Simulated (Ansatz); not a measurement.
**C₂H₄ClGa: taking an electron away**

An exercise on one series of results from a longer session: the logs are not shown, and one member is left open.

The runs use Ansatz 0.2.0, Gaussian basis; unrestricted cation, the program's frozen cores in correlated methods.

Levels to be run: UKS PBE-D4/def2-TZVPP; UKS r2SCAN-D4/def2-TZVPP; UKS PBE0-D4/def2-TZVPP; UKS B3LYP-D4/def2-TZVPP; UKS wB97X-V/def2-TZVPP; UKS wB97M-V/def2-TZVPP; UKS B2PLYP/def2-TZVPP; UHF-CCSD(T)/def2-TZVPP; UHF-MP2/def2-QZVPP; extrapolation to the limit; then −ε(HOMO) from the neutral's earlier runs with LDA (SPW92), PBE-D4, revPBE-D4, BLYP-D4, r2SCAN-D4, B97M-V, PBE0-D4, B3LYP-D4, r2SCANh-D4, r2SCAN0-D4, HSE06-D4, BHLYP-D4, CAM-B3LYP-D4, LC-ωPBE, ωB97X-V, ωB97M-V.

### The geometry

The geometry comes from an earlier relaxation with PBE0-D4 in a triple-zeta def2 set; it is a stationary point, not always the lowest conformer.

SMILES `C=[CH][GaH][Cl]`, 8 atoms, charge 0, spin multiplicity 1.

Atoms are counted from 1 here; the program's logs count them from 0.

Bond lengths: C1–C2 1.332 Å, C1–H5 1.088 Å, C1–H6 1.088 Å, C2–Ga3 1.937 Å, C2–H7 1.087 Å, Ga3–Cl4 2.154 Å, Ga3–H8 1.558 Å. Angles: C2–C1–H5 122.2°, C2–C1–H6 122.3°, H5–C1–H6 115.5°, C1–C2–Ga3 120.6°, C1–C2–H7 118.9°, Ga3–C2–H7 120.5°, C2–Ga3–Cl4 116.7°, C2–Ga3–H8 127.1°, Cl4–Ga3–H8 116.1°.

Set-up of the first run:

File in.yaml:

```yaml
crystal:
  periodic: [false, false, false]
  atoms:
    - {symbol: C, position_ang: [-0.399591, 1.401601, 0.244551]}
    - {symbol: C, position_ang: [0.491393, 0.451387, -0.035051]}
    - {symbol: Ga, position_ang: [-0.051129, -1.403301, -0.162330]}
    - {symbol: Cl, position_ang: [1.492095, -2.834936, -0.618552]}
    - {symbol: H, position_ang: [-1.451088, 1.178577, 0.409855]}
    - {symbol: H, position_ang: [-0.125209, 2.451403, 0.322977]}
    - {symbol: H, position_ang: [1.529795, 0.733798, -0.190845]}
    - {symbol: H, position_ang: [-1.486255, -1.978528, 0.029395]}
basis:
  gaussian: {orbitals: def2-TZVPP}
total_charge: 1
magnetization: {spin_polarized: true, initial_magnetization: 1}
hamiltonian: {xc: pbe, dispersion: d4}
```

On the command line:

```bash
$ ansatz run in.yaml --threads 2 --pin off --events-out ev --progress --plain --max-ram 32768MiB --backend cpu
```

Steps of the session up to this table: Cation, UKS PBE-D4/def2-TZVPP; Cation, UKS r2SCAN-D4/def2-TZVPP; Cation, UKS PBE0-D4/def2-TZVPP; Cation, UKS B3LYP-D4/def2-TZVPP; Cation, UKS wB97X-V/def2-TZVPP; Cation, UKS wB97M-V/def2-TZVPP; Cation, UKS B2PLYP (frozen core)/def2-TZVPP; Cation, UHF-CCSD(T)/def2-TZVPP; Cation, UHF-MP2/def2-QZVPP.

One table of the session follows, with a row left open; its other results are not shown here.

It belongs to the step «Ionisation energies side by side». Orbital estimates, from the neutral's runs:

```
  functional  −ε(HOMO) (eV)
 LDA (SPW92)           6.98
      PBE-D4           6.87
   revPBE-D4           6.82
     BLYP-D4           6.74
   r2SCAN-D4           7.18
      B97M-V           7.27
     PBE0-D4           8.18
    B3LYP-D4           7.95
  r2SCANh-D4           7.66
  r2SCAN0-D4           8.38
    HSE06-D4           7.78
    BHLYP-D4           9.38
CAM-B3LYP-D4           9.53
     LC-ωPBE          10.89
     ωB97X-V              ?
     ωB97M-V          10.38
```

**Question.** Estimate the row for ωB97X-V.

The run gave: −ε(HOMO) (eV): 10.54. In the column «−ε(HOMO) (eV)» it lies between ωB97M-V (10.38) and LC-ωPBE (10.89).
